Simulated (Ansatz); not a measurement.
# Sn2: the cost of one run

Method: the levels named in each step, in Ansatz 0.2.0.

### 1 The starting structure

Bond lengths: Sn1–Sn2 2.684 Å.

Coordinates:

```xyz
2

Sn    0.0000    0.0000    0.0000
Sn    0.0000    0.0000    2.6842
```

### 2 A rough first relaxation, PBE-D4/def2-SVP

File input.yaml:

```yaml
crystal:
  periodic: [false, false, false]
  atoms:
    - { symbol: Sn, position_ang: [0.0, 0.0, 0.0] }
    - { symbol: Sn, position_ang: [0.0, 0.0, 2.68423] }
magnetization:
  spin_polarized: true
  initial_magnetization: 1
total_charge: 1
basis:
  gaussian: { orbitals: def2-SVP }
hamiltonian:
  xc: pbe
  dispersion: d4
relax:
  f_tol: 0.03
  max_steps: 200
```

Run with:

```
$ ansatz run input.yaml --threads 2 --pin off --max-ram 5120MiB --backend cpu --events-out ev --progress --plain --runs-dir out
```

**Question.** How long does this run take on 2 threads of Intel Xeon 6975P-C (Granite Rapids), shared host, and how much memory does it need?

About 8.4 s, with a peak of 0.14 GiB.
